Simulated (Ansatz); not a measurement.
# CH₂BrFO₂Si: a ladder of functionals and wavefunction methods

The task here is to estimate one member of a computed series from the others.

Computed with Ansatz 0.2.0, Gaussian basis. Level: functionals in def2-TZVPP, the program's frozen cores in correlated methods.

Levels to be run: PBE-D4, r2SCAN-D4, PBE0-D4, B3LYP-D4, ωB97X-V, ωB97M-V, B2PLYP; CCSD(T)/def2-TZVPP; MP2/def2-QZVPP; extrapolation to the limit.

### The relaxed structure

The geometry comes from an earlier relaxation with PBE0-D4 in a triple-zeta def2 set; it is a stationary point, not always the lowest conformer.

SMILES `O=CO[SiH](F)Br`, 8 atoms, charge 0, spin multiplicity 1.

Atoms are counted from 1 here; the program's logs count them from 0.

Bond lengths: O1–C2 1.194 Å, C2–O3 1.341 Å, C2–H7 1.098 Å, O3–Si4 1.667 Å, Si4–F5 1.580 Å, Si4–Br6 2.183 Å, Si4–H8 1.466 Å. Angles: O1–C2–O3 124.2°, O1–C2–H7 125.0°, O3–C2–H7 110.8°, C2–O3–Si4 120.8°, O3–Si4–F5 103.0°, O3–Si4–Br6 110.9°, O3–Si4–H8 112.3°, F5–Si4–Br6 108.7°, F5–Si4–H8 109.4°, Br6–Si4–H8 112.1°.

The first run:

in.yaml

```yaml
crystal:
  periodic: [false, false, false]
  atoms:
    - {symbol: O, position_ang: [-0.066688, -1.389345, 1.332036]}
    - {symbol: C, position_ang: [0.909949, -0.951254, 0.803967]}
    - {symbol: O, position_ang: [0.892586, -0.017803, -0.158045]}
    - {symbol: Si, position_ang: [-0.549875, 0.604133, -0.716760]}
    - {symbol: F, position_ang: [-0.103820, 1.472029, -1.959073]}
    - {symbol: Br, position_ang: [-1.455927, 1.923520, 0.767641]}
    - {symbol: H, position_ang: [1.939860, -1.254746, 1.034410]}
    - {symbol: H, position_ang: [-1.473984, -0.443633, -1.159976]}
basis:
  gaussian: {orbitals: def2-TZVPP}
hamiltonian: {xc: pbe, dispersion: d4}
output: {forces: true, orbitals: {seedname: orbitals}}
```

On the command line:

```console
> ansatz run in.yaml --threads 4 --pin off --events-out ev --progress --plain --max-ram 10444MiB
```

Steps of the session up to this table: PBE-D4 (GGA); r2SCAN-D4 (meta-GGA); PBE0-D4 (hybrid); B3LYP-D4 (hybrid); ωB97X-V (range-separated); ωB97M-V (range-separated); B2PLYP (double hybrid); CCSD(T) in def2-TZVPP; MP2 in def2-QZVPP.

One table of the session follows, with a row left open; its other results are not shown here.

```
            method  atomisation energy (eV)
            PBE-D4                   35.378
         r2SCAN-D4                        ?
           PBE0-D4                   34.235
          B3LYP-D4                   34.107
           ωB97X-V                   34.482
           ωB97M-V                   34.456
            B2PLYP                   33.974
     HF/def2-TZVPP                   23.981
    MP2/def2-TZVPP                   34.870
   CCSD/def2-TZVPP                   32.636
CCSD(T)/def2-TZVPP                   33.376
           MP2/CBS                   36.051
       CCSD(T)/CBS                   34.557
```

**Question.** Estimate the row for r2SCAN-D4.

As computed: atomisation energy (eV): 34.635. In the column «atomisation energy (eV)» it lies between CCSD(T)/CBS (34.557) and MP2/def2-TZVPP (34.870).

Caveats from the session: Free atoms (2 O, 1 C, 1 Si, 1 F, 1 Br, 2 H) were run apart at each level; the atomisation energy is their sum less the molecule, without zero-point or spin-orbit terms.
